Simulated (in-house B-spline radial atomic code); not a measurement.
# Al²⁺ in a hard spherical wall

Wanted: the cost of confining Al²⁺, radius by radius. More than one configuration is followed.

Method: scalar-relativistic (spin-free one-electron X2C) PBE, spherical fractional occupations, Fermi nucleus, basis-set limit. Code: in-house B-spline radial atomic code version 1.

## (1) The system

| Quantity | Value |
| --- | --- |
| element | aluminium (Z = 13) |
| charge | +2 |
| electrons | 11 |
| configuration | [Ne] 3s1 |
| Hamiltonian | scalar-relativistic (X2C) |
| nucleus | Fermi, rms radius 3.061 fm |

The outer shells:

[Ne] 3s1
```
[Ne] core
3s [↑ ]
```

The boxes only draw the filling; these runs are spin-restricted and spherical.

Input settings:

```ini
Z = 13
electrons = 11.0
configuration = [Ne] 3s1
hamiltonian = x2c
method = pbe,pbe
spin_polarised = False
nucleus = fermi
rms_radius = 3.061
mass_number = 27
atomic_mass = 26.981538408
speed_of_light = 137.035999084
```

This reference run was done before. Its total energy is -241.749502 hartree, and its levels are (the highest eight at most):

| orbital | occupation | energy (eV) | <r> (bohr) |
| --- | --- | --- | --- |
| 1s | 2 | -1531.74 | 0.1200 |
| 2s | 2 | -128.74 | 0.6248 |
| 2p | 6 | -90.242 | 0.6009 |
| 3s | 1 | -23.746 | 2.204 |

## (2) Wall at 5.28 bohr, configuration [Ne] 3s1

The settings differ from step 1 so:

```diff
@@ -11 +11,2 @@
 speed_of_light = 137.035999084
+wall_radius = 5.28
```

The program writes no log. Results of the run, from its result record (rounded, main fields):

```text
{
  "status": "converged",
  "scf [iteration, energy, orbital gradient]": [
    [1, -240.466382579, 0.216],
    [2, -241.300339253, 0.169],
    [3, -241.722628966, 0.0353],
    [4, -241.743913526, 0.00692],
    [5, -241.744413323, 0.00427],
    [6, -241.744740086, 4.52e-05],
    [7, -241.744740112, 6.29e-06],
    [8, -241.744740113, 2.18e-07]
  ],
  "energy [hartree]": {"total": -241.744740113, "kinetic": 242.329849053, "nuclear": -570.301209276, "coulomb": 104.22712613, "xc": -18.0005060187},
  "orbitals [hartree, bohr; first row names the columns]": [
    ["name", "occ", "eps", "<r>"],
    ["1s", 2.0, -56.282655, 0.12003],
    ["2s", 2.0, -4.7239404, 0.62482],
    ["2p", 6.0, -3.3092094, 0.60097],
    ["3s", 1.0, -0.86440202, 2.1531]
  ],
  "sum_r [bohr^k]": {"-1": 43.9708, "1": 7.248669, "2": 8.972245},
  "energy_minus_base [hartree]": 0.00476212375
}
```

Run time: 0.06 s. Hardware: 1 thread, shared host.

energy_minus_base is the energy less that of the reference run.

## (3) Wall at 3.28 bohr, configuration [Ne] 3s1

The settings differ from step 2 so:

```diff
@@ -11,2 +11,2 @@
 speed_of_light = 137.035999084
-wall_radius = 5.28
+wall_radius = 3.28
```

From the record:

```text
{
  "status": "converged",
  "scf [iteration, energy, orbital gradient]": [
    [1, -240.386055915, 0.207],
    [2, -241.165108652, 0.163],
    [3, -241.558742067, 0.0341],
    [4, -241.578424484, 0.00646],
    [5, -241.578878809, 0.00414],
    [6, -241.579180979, 2.47e-05],
    [7, -241.579180989, 4.56e-06],
    [8, -241.579180989, 1.36e-07]
  ],
  "energy [hartree]": {"total": -241.579180989, "kinetic": 243.072963062, "nuclear": -571.728098631, "coulomb": 105.150521835, "xc": -18.0745672558},
  "orbitals [hartree, bohr; first row names the columns]": [
    ["name", "occ", "eps", "<r>"],
    ["1s", 2.0, -56.18583, 0.12004],
    ["2s", 2.0, -4.6404216, 0.62574],
    ["2p", 6.0, -3.2254943, 0.60257],
    ["3s", 1.0, -0.66115544, 1.7714]
  ],
  "sum_r [bohr^k]": {"-1": 44.08071, "1": 6.878395, "2": 7.20235},
  "energy_minus_base [hartree]": 0.170321247
}
```

It took 0.05 s on 1 thread, shared host.

## (4) Wall at 1.67 bohr, configuration [Ne] 3s1

The settings differ from step 3 so:

```diff
@@ -11,2 +11,2 @@
 speed_of_light = 137.035999084
-wall_radius = 3.28
+wall_radius = 1.67
```

From the record:

```text
{
  "status": "converged",
  "scf [iteration, energy, orbital gradient]": [
    [1, -237.623673697, 0.198],
    [2, -237.841818887, 0.0549],
    [3, -237.889375154, 0.0139],
    [4, -237.892557925, 0.00345],
    [5, -237.892729443, 0.00178],
    [6, -237.892782663, 8.06e-05],
    [7, -237.892782766, 2.04e-07]
  ],
  "energy [hartree]": {"total": -237.892782766, "kinetic": 254.413027196, "nuclear": -585.419946657, "coulomb": 111.971967769, "xc": -18.857831074},
  "orbitals [hartree, bohr; first row names the columns]": [
    ["name", "occ", "eps", "<r>"],
    ["1s", 2.0, -55.293143, 0.12014],
    ["2s", 2.0, -4.0388579, 0.61456],
    ["2p", 6.0, -2.5813752, 0.57883],
    ["3s", 1.0, 2.735914, 0.97576]
  ],
  "sum_r [bohr^k]": {"-1": 45.1356, "1": 5.918128, "2": 4.471005},
  "energy_minus_base [hartree]": 3.85671947
}
```

Wall time 0.05 s (1 thread, shared host).

## (5) Wall at 5.28 bohr, configuration [He] 2s1 2p6 3s1 3d1

Input settings:

```ini
Z = 13
electrons = 11.0
configuration = [He] 2s1 2p6 3s1 3d1
hamiltonian = x2c
method = pbe,pbe
spin_polarised = False
nucleus = fermi
rms_radius = 3.061
mass_number = 27
atomic_mass = 26.981538408
speed_of_light = 137.035999084
wall_radius = 5.28
```

From the record:

```text
{
  "status": "converged",
  "scf [iteration, energy, orbital gradient]": [
    [1, -234.984212654, 0.283],
    [2, -236.511094246, 0.176],
    [3, -236.981058324, 0.0447],
    [4, -237.015893961, 0.0107],
    [5, -237.01758033, 0.00585],
    [6, -237.018201909, 7.15e-05],
    [7, -237.018202132, 1.23e-05],
    [8, -237.018202136, 3.63e-07],
    [9, -237.018202136, 1.23e-08]
  ],
  "energy [hartree]": {"total": -237.018202136, "kinetic": 237.741187793, "nuclear": -553.962008891, "coulomb": 96.3017713886, "xc": -17.0991524266},
  "orbitals [hartree, bohr; first row names the columns]": [
    ["name", "occ", "eps", "<r>"],
    ["1s", 2.0, -57.293973, 0.11995],
    ["2s", 1.0, -5.426269, 0.60799],
    ["2p", 6.0, -4.0323975, 0.57353],
    ["3s", 1.0, -1.0391976, 1.9974],
    ["3d", 1.0, -0.40574459, 2.4568]
  ],
  "sum_r [bohr^k]": {"-1": 42.71111, "1": 8.743286, "2": 14.2777},
  "energy_minus_base [hartree]": 4.7313001
}
```

Run time: 0.08 s. Hardware: 1 thread, shared host.

## (6) Wall at 3.28 bohr, configuration [He] 2s1 2p6 3s1 3d1

The settings differ from step 5 so:

```diff
@@ -11,2 +11,2 @@
 speed_of_light = 137.035999084
-wall_radius = 5.28
+wall_radius = 3.28
```

From the record:

```text
{
  "status": "converged",
  "scf [iteration, energy, orbital gradient]": [
    [1, -234.775862626, 0.252],
    [2, -236.173447546, 0.168],
    [3, -236.60228771, 0.0424],
    [4, -236.634383574, 0.00988],
    [5, -236.635901476, 0.00561],
    [6, -236.636480095, 6.92e-05],
    [7, -236.636480227, 9.69e-06],
    [8, -236.636480229, 2.99e-07],
    [9, -236.636480229, 5.93e-09]
  ],
  "energy [hartree]": {"total": -236.636480229, "kinetic": 239.058019882, "nuclear": -556.809530162, "coulomb": 98.3760323557, "xc": -17.2610023047},
  "orbitals [hartree, bohr; first row names the columns]": [
    ["name", "occ", "eps", "<r>"],
    ["1s", 2.0, -57.083749, 0.11995],
    ["2s", 1.0, -5.2240492, 0.60945],
    ["2p", 6.0, -3.8303342, 0.5759],
    ["3s", 1.0, -0.82068046, 1.7296],
    ["3d", 1.0, -0.055884023, 1.7791]
  ],
  "sum_r [bohr^k]": {"-1": 42.93026, "1": 7.813519, "2": 9.74103},
  "energy_minus_base [hartree]": 5.11302201
}
```

It took 0.08 s on 1 thread, shared host.

## (7) Wall at 1.67 bohr, configuration [He] 2s1 2p6 3s1 3d1

The settings differ from step 6 so:

```diff
@@ -11,2 +11,2 @@
 speed_of_light = 137.035999084
-wall_radius = 3.28
+wall_radius = 1.67
```

From the record:

```text
{
  "status": "converged",
  "scf [iteration, energy, orbital gradient]": [
    [1, -230.658882111, 0.236],
    [2, -231.03009794, 0.0614],
    [3, -231.102119273, 0.0169],
    [4, -231.107791902, 0.00459],
    [5, -231.108167089, 0.00213],
    [6, -231.108261967, 8.2e-05],
    [7, -231.1082621, 6.07e-07],
    [8, -231.1082621, 1.32e-08]
  ],
  "energy [hartree]": {"total": -231.1082621, "kinetic": 252.996995858, "nuclear": -573.760885077, "coulomb": 107.955089964, "xc": -18.2994628457},
  "orbitals [hartree, bohr; first row names the columns]": [
    ["name", "occ", "eps", "<r>"],
    ["1s", 2.0, -55.92632, 0.12003],
    ["2s", 1.0, -4.331298, 0.60602],
    ["2p", 6.0, -2.9004759, 0.56643],
    ["3s", 1.0, 2.5656557, 0.97739],
    ["3d", 1.0, 2.5332431, 0.97764]
  ],
  "sum_r [bohr^k]": {"-1": 44.23582, "1": 6.199697, "2": 4.939775},
  "energy_minus_base [hartree]": 10.6412401
}
```

Wall time 0.07 s (1 thread, shared host).

## (8) Wall at 5.28 bohr, configuration [Ne] 3d1

Input settings:

```ini
Z = 13
electrons = 11.0
configuration = [Ne] 3d1
hamiltonian = x2c
method = pbe,pbe
spin_polarised = False
nucleus = fermi
rms_radius = 3.061
mass_number = 27
atomic_mass = 26.981538408
speed_of_light = 137.035999084
wall_radius = 5.28
```

From the record:

```text
{
  "status": "converged",
  "scf [iteration, energy, orbital gradient]": [
    [1, -239.829001792, 0.221],
    [2, -240.721728708, 0.166],
    [3, -241.148792324, 0.0358],
    [4, -241.17123692, 0.00726],
    [5, -241.171816568, 0.00433],
    [6, -241.17216982, 3.49e-05],
    [7, -241.172169866, 6.87e-06],
    [8, -241.172169868, 1.52e-07]
  ],
  "energy [hartree]": {"total": -241.172169867, "kinetic": 241.977243001, "nuclear": -568.33183546, "coulomb": 103.097916829, "xc": -17.9154942371},
  "orbitals [hartree, bohr; first row names the columns]": [
    ["name", "occ", "eps", "<r>"],
    ["1s", 2.0, -56.409866, 0.12002],
    ["2s", 2.0, -4.8247368, 0.62357],
    ["2p", 6.0, -3.4109202, 0.59863],
    ["3d", 1.0, -0.33243527, 2.6707]
  ],
  "sum_r [bohr^k]": {"-1": 43.81904, "1": 7.749674, "2": 11.57701},
  "energy_minus_base [hartree]": 0.577332369
}
```

Run time: 0.07 s. Hardware: 1 thread, shared host.

## (9) Wall at 3.28 bohr, configuration [Ne] 3d1

The settings differ from step 8 so:

```diff
@@ -11,2 +11,2 @@
 speed_of_light = 137.035999084
-wall_radius = 5.28
+wall_radius = 3.28
```

From the record:

```text
{
  "status": "converged",
  "scf [iteration, energy, orbital gradient]": [
    [1, -239.5543275, 0.207],
    [2, -240.387971324, 0.161],
    [3, -240.814099792, 0.0334],
    [4, -240.835400814, 0.0064],
    [5, -240.835891662, 0.00405],
    [6, -240.836217383, 3.12e-05],
    [7, -240.83621741, 5.92e-06],
    [8, -240.836217411, 8.7e-08]
  ],
  "energy [hartree]": {"total": -240.836217411, "kinetic": 242.704016387, "nuclear": -570.27429053, "coulomb": 104.750911232, "xc": -18.0168545001},
  "orbitals [hartree, bohr; first row names the columns]": [
    ["name", "occ", "eps", "<r>"],
    ["1s", 2.0, -56.258493, 0.12002],
    ["2s", 2.0, -4.6676927, 0.62466],
    ["2p", 6.0, -3.2552062, 0.60056],
    ["3d", 1.0, 0.076545049, 1.8356]
  ],
  "sum_r [bohr^k]": {"-1": 43.96845, "1": 6.928354, "2": 7.37185},
  "energy_minus_base [hartree]": 0.913284825
}
```

It took 0.07 s on 1 thread, shared host.

## (10) Wall at 1.67 bohr, configuration [Ne] 3d1

The settings differ from step 9 so:

```diff
@@ -11,2 +11,2 @@
 speed_of_light = 137.035999084
-wall_radius = 3.28
+wall_radius = 1.67
```

From the record:

```text
{
  "status": "converged",
  "scf [iteration, energy, orbital gradient]": [
    [1, -237.609824773, 0.197],
    [2, -237.88217657, 0.0574],
    [3, -237.952067432, 0.0139],
    [4, -237.956383037, 0.00338],
    [5, -237.956588224, 0.00178],
    [6, -237.956660138, 7.44e-05],
    [7, -237.956660254, 2.82e-07],
    [8, -237.956660254, 1.07e-08]
  ],
  "energy [hartree]": {"total": -237.956660254, "kinetic": 249.444960939, "nuclear": -580.01844589, "coulomb": 111.352463594, "xc": -18.7356388969},
  "orbitals [hartree, bohr; first row names the columns]": [
    ["name", "occ", "eps", "<r>"],
    ["1s", 2.0, -55.514118, 0.12004],
    ["2s", 2.0, -4.0517808, 0.61256],
    ["2p", 6.0, -2.6044239, 0.57539],
    ["3d", 1.0, 2.6896095, 0.98209]
  ],
  "sum_r [bohr^k]": {"-1": 44.71799, "1": 5.899614, "2": 4.374368},
  "energy_minus_base [hartree]": 3.79284198
}
```

Wall time 0.06 s (1 thread, shared host).

## (11) Results

| configuration | radius (bohr) | energy above the free system (eV) | highest level (eV) |
| --- | --- | --- | --- |
| [Ne] 3s1 | 5.28 | 0.130 | -23.522 (3s) |
| [Ne] 3s1 | 3.28 | 4.635 | -17.991 (3s) |
| [Ne] 3s1 | 1.67 | 104.95 | 74.448 (3s) |
| [He] 2s1 2p6 3s1 3d1 | 5.28 | 128.75 | -11.041 (3d) |
| [He] 2s1 2p6 3s1 3d1 | 3.28 | 139.13 | -1.521 (3d) |
| [He] 2s1 2p6 3s1 3d1 | 1.67 | 289.56 | 69.815 (3s) |
| [Ne] 3d1 | 5.28 | 15.710 | -9.046 (3d) |
| [Ne] 3d1 | 3.28 | 24.852 | 2.083 (3d) |
| [Ne] 3d1 | 1.67 | 103.21 | 73.188 (3d) |

**Reading.** For [Ne] 3s1 the energy above the free reference is 0.130 eV at 5.28 bohr and 104.95 eV at 1.67 bohr. Its highest level passes zero between 3.28 and 1.67 bohr; in smaller spheres the level is positive, pushed up by confinement, and the wall keeps the electron in. Of [Ne] 3s1 and [He] 2s1 2p6 3s1 3d1, the first stays lower at every radius that both share. At 1.67 bohr the lowest of all 3 is [Ne] 3d1. A hard wall is a crude model of an atom's surroundings.
